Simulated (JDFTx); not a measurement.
# Ti2InC (P6_3/mmc) in JDFTx: reference runs

How does Ti2InC come out in PBEsol? The cell is run as given.

Everything below comes from runs of JDFTx 1.7.0 (patched build). Logs are shortened: lines on timing, memory, paths and dates and some standing lists are left out, and cuts for length are marked. The log counts tension as positive stress, the text compression.

### Step 1. The crystal as given

Symmetry: P6_3/mmc, No. 194, hexagonal system. Conventional cell: a = 3.136 Å, b = 3.136 Å, c = 14.131 Å, α = 90.00°, β = 90.00°, γ = 120.00°. Around In (site symmetry -6m2) lie 6 Ti at 3.02 Å and 6 In at 3.14 Å. Ti (site symmetry 3m) is surrounded by 3 C at 2.13 Å. Around C (site symmetry -3m) lie 6 Ti at 2.13 Å.

The cell comes from a database or a generator and needn't be the stable form of this composition.

### Step 2. Single point, PBEsol

Ti2InC.in reads:

```
lattice \
    5.9254059731    -2.9627029864     0.0000000000 \
    0.0000000000     5.1315521004     0.0000000000 \
    0.0000000000     0.0000000000    26.7028000051
coords-type Lattice
ion In     0.3333333333     0.6666666667     0.7500000000 1
ion In     0.6666666667     0.3333333333     0.2500000000 1
ion Ti     0.3333333333     0.6666666667     0.4212395300 1
ion Ti     0.3333333333     0.6666666667     0.0787604700 1
ion Ti     0.6666666667     0.3333333333     0.9212395300 1
ion Ti     0.6666666667     0.3333333333     0.5787604700 1
ion C      0.0000000000     0.0000000000     0.0000000000 1
ion C      0.0000000000     0.0000000000     0.5000000000 1

ion-species pseudo/In.upf
ion-species pseudo/Ti.upf
ion-species pseudo/C.upf
elec-cutoff 42 336
elec-ex-corr gga-PBEsol
kpoint-folding 10 10 2
elec-smearing Fermi 0.0018374661
elec-n-bands 52
electronic-SCF nIterations 100 energyDiffThreshold 1e-09
electronic-minimize nIterations 30 energyDiffThreshold 1e-7
converge-empty-states yes
forces-output-coords Cartesian

dump-name run.$VAR
dump End Ecomponents EigStats BandEigs Kpoints Forces Stress
```

Potentials or basis: PseudoDojo-SR-PBEsol-0.4.1-standard with smoothed tails.

The run is started by

```
> jdftx -c 1 -i Ti2InC.in -o Ti2InC.out
```

Standard output:

```text
*************** JDFTx 1.7.0 (patched build) ***************

Input parsed successfully to the following command list (including defaults):
[... the input with its defaults ...]

---------- Setting up symmetries ----------

Found 24 point-group symmetries of the bravais lattice
Found 24 space-group symmetries with basis
Applied RMS atom displacement 2.9627e-10 bohrs to make symmetries exact.

---------- Initializing the Grid ----------
R =
[      5.92541      -2.9627            0  ]
[            0      5.13155            0  ]
[            0            0      26.7028  ]
unit cell volume = 811.939
G =
[    1.06038   0.612211         -0  ]
[          0    1.22442          0  ]
[          0         -0   0.235301  ]
Minimum fftbox size, Smin = [  52  52  224  ]
Chosen fftbox size, S = [  54  54  224  ]

---------- Initializing tighter grid for wavefunction operations ----------
R =
[      5.92541      -2.9627            0  ]
[            0      5.13155            0  ]
[            0            0      26.7028  ]
unit cell volume = 811.939
G =
[    1.06038   0.612211         -0  ]
[          0    1.22442          0  ]
[          0         -0   0.235301  ]
Minimum fftbox size, Smin = [  36  36  156  ]
Chosen fftbox size, S = [  36  36  160  ]

---------- Exchange Correlation functional ----------
Initalized PBEsol GGA exchange.
Initalized PBEsol GGA correlation.

---------- Setting up pseudopotentials ----------
Width of ionic core gaussian charges (only for fluid interactions / plotting) set to 0

Reading pseudopotential file 'pseudo/In.upf':
  'In' pseudopotential, 'PBESOL' functional
  Generated using ONCVPSP code by D. R. Hamann
  13 valence electrons, 3 orbitals, 6 projectors, 1001 radial grid points, with lMax = 2
    4D    l: 2   occupation: 10.0   eigenvalue: -0.683211
    5S    l: 0   occupation:  2.0   eigenvalue: -0.303394
    5P    l: 1   occupation:  1.0   eigenvalue: -0.092565
  Core radius for overlap checks: 2.17 bohrs.

Reading pseudopotential file 'pseudo/Ti.upf':
  'Ti' pseudopotential, 'PBESOL' functional
  Generated using ONCVPSP code by D. R. Hamann
  12 valence electrons, 4 orbitals, 6 projectors, 1001 radial grid points, with lMax = 2
    3S    l: 0   occupation:  2.0   eigenvalue: -2.295026
    3P    l: 1   occupation:  6.0   eigenvalue: -1.424955
    3D    l: 2   occupation:  2.0   eigenvalue: -0.157121
    4S    l: 0   occupation:  2.0   eigenvalue: -0.164537
  Core radius for overlap checks: 1.61 bohrs.

Reading pseudopotential file 'pseudo/C.upf':
  'C' pseudopotential, 'PBESOL' functional
  Generated using ONCVPSP code by D. R. Hamann
  4 valence electrons, 2 orbitals, 4 projectors, 1001 radial grid points, with lMax = 1
    2S    l: 0   occupation:  2.0   eigenvalue: -0.501565
    2P    l: 1   occupation:  2.0   eigenvalue: -0.192331
  Core radius for overlap checks: 1.21 bohrs.

Initialized 3 species with 8 total atoms.

Folded 1 k-points by 10x10x2 to 200 k-points.

---------- Setting up k-points, bands, fillings ----------
Reduced to 28 k-points under symmetry.
Computing the number of bands and number of electrons
Calculating initial fillings.
nElectrons:  82.000000   nBands: 52   nStates: 28

----- Setting up reduced wavefunction bases (one per k-point) -----
average nbasis = 10557.625 , ideal nbasis = 10555.811

---------- Setting up ewald sum ----------
Optimum gaussian width for ewald sums = 2.631699 bohr.
Real space sum over 845 unit cells with max indices [  6  6  2  ]
Reciprocal space sum over 4235 terms with max indices [  5  5  17  ]

---------- Allocating electronic variables ----------
Initializing wave functions:  linear combination of atomic orbitals
In pseudo-atom occupations:   s ( 2 )  p ( 1 )  d ( 10 )
Ti pseudo-atom occupations:   s ( 2 2 )  p ( 6 )  d ( 2 )
C pseudo-atom occupations:   s ( 2 )  p ( 2 )
	FillingsUpdate:  mu: +0.628058671  nElectrons: 82.000000
LCAOMinimize: Iter:   0  F: -356.9829944672716238  |grad|_K:  7.656e-03  alpha:  1.000e+00
	FillingsUpdate:  mu: +0.491542119  nElectrons: 82.000000
LCAOMinimize: Iter:   1  F: -357.8275425076399756  |grad|_K:  1.772e-03  alpha:  1.940e-01  linmin: -1.886e-01  cgtest:  3.372e-01
LCAOMinimize: Encountered beta<0, resetting CG.
[... 11 lines of inner loops ...]
LCAOMinimize: Iter:   7  F: -357.8797731803297211  |grad|_K:  1.722e-06  alpha:  3.387e-01  linmin: -1.430e-05  cgtest:  2.023e-03
	FillingsUpdate:  mu: +0.519153933  nElectrons: 82.000000
LCAOMinimize: Iter:   8  F: -357.8797732411224501  |grad|_K:  3.772e-07  alpha:  3.262e-01  linmin:  1.014e-05  cgtest: -3.418e-04
LCAOMinimize: Converged (|Delta F|<1.000000e-06 for 2 iters).

-------- Electronic minimization -----------
Will mix electronic density at each iteration.
	FillingsUpdate:  mu: +0.519153933  nElectrons: 82.000000
	FillingsUpdate:  mu: +0.506147878  nElectrons: 82.000000
SCF: Cycle:  0   F: -358.088024328439985   dF: -2.083e-01   |Residual|: 1.868e-01   |deigs|: 6.604e-03
	FillingsUpdate:  mu: +0.496323308  nElectrons: 82.000000
SCF: Cycle:  1   F: -358.108233814574874   dF: -2.021e-02   |Residual|: 8.848e-02   |deigs|: 1.719e-02
	FillingsUpdate:  mu: +0.488592091  nElectrons: 82.000000
SCF: Cycle:  2   F: -358.115947668002889   dF: -7.714e-03   |Residual|: 2.796e-02   |deigs|: 1.517e-02
	FillingsUpdate:  mu: +0.491388893  nElectrons: 82.000000
SCF: Cycle:  3   F: -358.117373045092620   dF: -1.425e-03   |Residual|: 1.304e-02   |deigs|: 4.103e-03
	FillingsUpdate:  mu: +0.490356891  nElectrons: 82.000000
SCF: Cycle:  4   F: -358.117642990212232   dF: -2.699e-04   |Residual|: 4.099e-03   |deigs|: 1.563e-03
	FillingsUpdate:  mu: +0.489719755  nElectrons: 82.000000
SCF: Cycle:  5   F: -358.117782677025275   dF: -1.397e-04   |Residual|: 2.948e-03   |deigs|: 8.693e-04
	FillingsUpdate:  mu: +0.489863858  nElectrons: 82.000000
SCF: Cycle:  6   F: -358.117840340108671   dF: -5.766e-05   |Residual|: 9.625e-04   |deigs|: 5.081e-04
	FillingsUpdate:  mu: +0.489797113  nElectrons: 82.000000
SCF: Cycle:  7   F: -358.117874125502851   dF: -3.379e-05   |Residual|: 4.681e-04   |deigs|: 1.567e-04
	FillingsUpdate:  mu: +0.489750109  nElectrons: 82.000000
SCF: Cycle:  8   F: -358.117897025917557   dF: -2.290e-05   |Residual|: 4.071e-04   |deigs|: 5.904e-05
	FillingsUpdate:  mu: +0.489675281  nElectrons: 82.000000
SCF: Cycle:  9   F: -358.117914185260872   dF: -1.716e-05   |Residual|: 1.434e-04   |deigs|: 1.106e-04
	FillingsUpdate:  mu: +0.489663036  nElectrons: 82.000000
SCF: Cycle: 10   F: -358.117925383443776   dF: -1.120e-05   |Residual|: 1.089e-04   |deigs|: 2.315e-05
	FillingsUpdate:  mu: +0.489641359  nElectrons: 82.000000
SCF: Cycle: 11   F: -358.117932668963022   dF: -7.286e-06   |Residual|: 7.647e-05   |deigs|: 3.098e-05
	FillingsUpdate:  mu: +0.489626835  nElectrons: 82.000000
SCF: Cycle: 12   F: -358.117938120746885   dF: -5.452e-06   |Residual|: 6.603e-05   |deigs|: 2.063e-05
	FillingsUpdate:  mu: +0.489623322  nElectrons: 82.000000
SCF: Cycle: 13   F: -358.117942445415906   dF: -4.325e-06   |Residual|: 1.195e-04   |deigs|: 5.953e-06
	FillingsUpdate:  mu: +0.489643744  nElectrons: 82.000000
SCF: Cycle: 14   F: -358.117945788876511   dF: -3.343e-06   |Residual|: 3.445e-04   |deigs|: 3.030e-05
	FillingsUpdate:  mu: +0.489634049  nElectrons: 82.000000
SCF: Cycle: 15   F: -358.117948047805498   dF: -2.259e-06   |Residual|: 3.265e-04   |deigs|: 1.449e-05
	FillingsUpdate:  mu: +0.489637315  nElectrons: 82.000000
SCF: Cycle: 16   F: -358.117949624578728   dF: -1.577e-06   |Residual|: 4.039e-04   |deigs|: 6.378e-06
	FillingsUpdate:  mu: +0.489621181  nElectrons: 82.000000
SCF: Cycle: 17   F: -358.117951334667396   dF: -1.710e-06   |Residual|: 3.397e-04   |deigs|: 2.374e-05
	FillingsUpdate:  mu: +0.489623936  nElectrons: 82.000000
SCF: Cycle: 18   F: -358.117952064608232   dF: -7.299e-07   |Residual|: 3.885e-04   |deigs|: 4.891e-06
	FillingsUpdate:  mu: +0.489638834  nElectrons: 82.000000
SCF: Cycle: 19   F: -358.117952396059422   dF: -3.315e-07   |Residual|: 5.375e-04   |deigs|: 2.139e-05
	FillingsUpdate:  mu: +0.489652515  nElectrons: 82.000000
[... 19 lines left out ...]
	FillingsUpdate:  mu: +0.489560819  nElectrons: 82.000000
SCF: Cycle: 30   F: -358.117955601885683   dF: -5.529e-08   |Residual|: 2.678e-05   |deigs|: 2.711e-06
	FillingsUpdate:  mu: +0.489560672  nElectrons: 82.000000
SCF: Cycle: 31   F: -358.117955640400169   dF: -3.851e-08   |Residual|: 2.818e-05   |deigs|: 2.439e-06
	FillingsUpdate:  mu: +0.489560251  nElectrons: 82.000000
SCF: Cycle: 32   F: -358.117955673038523   dF: -3.264e-08   |Residual|: 3.547e-05   |deigs|: 2.285e-06
	FillingsUpdate:  mu: +0.489559272  nElectrons: 82.000000
SCF: Cycle: 33   F: -358.117955702319875   dF: -2.928e-08   |Residual|: 6.177e-05   |deigs|: 2.999e-06
	FillingsUpdate:  mu: +0.489559818  nElectrons: 82.000000
SCF: Cycle: 34   F: -358.117955728832385   dF: -2.651e-08   |Residual|: 3.172e-05   |deigs|: 3.470e-06
	FillingsUpdate:  mu: +0.489560587  nElectrons: 82.000000
SCF: Cycle: 35   F: -358.117955746059465   dF: -1.723e-08   |Residual|: 1.143e-05   |deigs|: 3.063e-06
	FillingsUpdate:  mu: +0.489560809  nElectrons: 82.000000
SCF: Cycle: 36   F: -358.117955755696357   dF: -9.637e-09   |Residual|: 7.028e-06   |deigs|: 1.962e-06
	FillingsUpdate:  mu: +0.489560772  nElectrons: 82.000000
SCF: Cycle: 37   F: -358.117955762746817   dF: -7.050e-09   |Residual|: 4.559e-06   |deigs|: 1.659e-06
	FillingsUpdate:  mu: +0.489560309  nElectrons: 82.000000
SCF: Cycle: 38   F: -358.117955769393006   dF: -6.646e-09   |Residual|: 1.395e-05   |deigs|: 2.494e-06
	FillingsUpdate:  mu: +0.489560619  nElectrons: 82.000000
SCF: Cycle: 39   F: -358.117955773663709   dF: -4.271e-09   |Residual|: 5.444e-06   |deigs|: 2.187e-06
	FillingsUpdate:  mu: +0.489560729  nElectrons: 82.000000
SCF: Cycle: 40   F: -358.117955776090980   dF: -2.427e-09   |Residual|: 8.905e-06   |deigs|: 1.347e-06
	FillingsUpdate:  mu: +0.489560303  nElectrons: 82.000000
SCF: Cycle: 41   F: -358.117955778584758   dF: -2.494e-09   |Residual|: 1.949e-05   |deigs|: 1.806e-06
	FillingsUpdate:  mu: +0.489560208  nElectrons: 82.000000
SCF: Cycle: 42   F: -358.117955779908698   dF: -1.324e-09   |Residual|: 2.206e-05   |deigs|: 1.070e-06
	FillingsUpdate:  mu: +0.489561451  nElectrons: 82.000000
SCF: Cycle: 43   F: -358.117955781137368   dF: -1.229e-09   |Residual|: 1.179e-05   |deigs|: 2.711e-06
	FillingsUpdate:  mu: +0.489561457  nElectrons: 82.000000
SCF: Cycle: 44   F: -358.117955781851720   dF: -7.144e-10   |Residual|: 1.270e-05   |deigs|: 1.166e-06
	FillingsUpdate:  mu: +0.489561180  nElectrons: 82.000000
SCF: Cycle: 45   F: -358.117955782450110   dF: -5.984e-10   |Residual|: 1.315e-05   |deigs|: 1.234e-06
SCF: Converged (|Delta E|<1.000000e-09 for 2 iters).

Setting wave functions to eigenvectors of Hamiltonian
Converging empty states (this may take a while):
EmptyStates: None of the convergence criteria satisfied.
|deigs|: 2.366e-05

# Stress tensor in Cartesian coordinates [Eh/a0^3]:
[   0.00013204            0            0  ]
[            0   0.00013204            0  ]
[            0            0  0.000117551  ]

# Ionic positions in lattice coordinates:
ion In   0.333333333333333   0.666666666666667   0.750000000000000 1
ion In   0.666666666666667   0.333333333333333   0.250000000000000 1
ion Ti   0.333333333333333   0.666666666666667   0.421239530000000 1
ion Ti   0.333333333333333   0.666666666666667   0.078760470000000 1
ion Ti   0.666666666666667   0.333333333333333   0.921239530000000 1
ion Ti   0.666666666666667   0.333333333333333   0.578760470000000 1
ion C   0.000000000000000   0.000000000000000   0.000000000000000 1
ion C   0.000000000000000   0.000000000000000   0.500000000000000 1

# Forces in Cartesian coordinates:
force In   0.000000000000000  -0.000000000000000   0.000000000000000 1
force In   0.000000000000000  -0.000000000000000   0.000000000000000 1
force Ti  -0.000000000000000   0.000000000000000   0.004581694461871 1
force Ti  -0.000000000000000  -0.000000000000000  -0.004581694461871 1
force Ti  -0.000000000000000  -0.000000000000000   0.004581694461873 1
force Ti  -0.000000000000000  -0.000000000000000  -0.004581694461873 1
force C  -0.000000000000000  -0.000000000000000  -0.000000000000000 1
force C  -0.000000000000000  -0.000000000000000  -0.000000000000000 1

# Energy components:
   Eewald =     -272.9701147378735868
       EH =       77.2011753157798779
     Eloc =     -264.9143691177131359
      Enl =      -27.6101346469076923
      Exc =      -78.5659989432984815
 Exc_core =       23.9147146608775714
       KE =      184.8275407663405758
-------------------------------------
     Etot =     -358.1171867027948110
       TS =        0.0007690796553256
-------------------------------------
        F =     -358.1179557824501103

IonicMinimize: Iter:   0  F: -358.117955782450110  |grad|_K:  1.870e-03
IonicMinimize: None of the convergence criteria satisfied after 0 iterations.

#--- Lowdin population analysis ---
# oxidation-state In -0.511 -0.511
# oxidation-state Ti +0.743 +0.743 +0.743 +0.743
# oxidation-state C -0.829 -0.829

Dumping 'run.eigStats' ...
	eMin: -1.587199 at state 0 ( [ +0.000000 +0.000000 +0.000000 ] spin 0 )
	HOMO: +0.486938 at state 20 ( [ +0.200000 +0.200000 +0.000000 ] spin 0 )
	mu  : +0.489557
	LUMO: +0.489767 at state 6 ( [ +0.000000 +0.300000 +0.000000 ] spin 0 )
	eMax: +0.631724 at state 20 ( [ +0.200000 +0.200000 +0.000000 ] spin 0 )
	HOMO-LUMO gap: +0.002830
	Optical gap  : +0.010649 at state 20 ( [ +0.200000 +0.200000 +0.000000 ] spin 0 )
WARNING: the last solve of the electrons (or of bands or displaced states from it) ended unconverged.
Done!
```

Wall time 15 min (1 thread of AMD EPYC 9R45 (Zen 5), shared host); peak memory 0.93 GiB.

What came out:

```
Free energy            : -9744.8860 eV
Pressure               : -3.7 GPa
Largest force          : 0.236 eV/Å
Band gap on the k mesh : none (metal or under the smearing width)
Loewdin charges        : In -0.51; Ti +0.74; C -0.83 e
```

Forces in eV/Å, atoms in the order of the input:
```
In   0.000  0.000  0.000
In   0.000  0.000  0.000
Ti   0.000  0.000  0.236
Ti   0.000  0.000 -0.236
Ti   0.000  0.000  0.236
Ti   0.000  0.000 -0.236
C    0.000  0.000  0.000
C    0.000  0.000  0.000
```

Caveat: the empty levels aren't tightly converged.
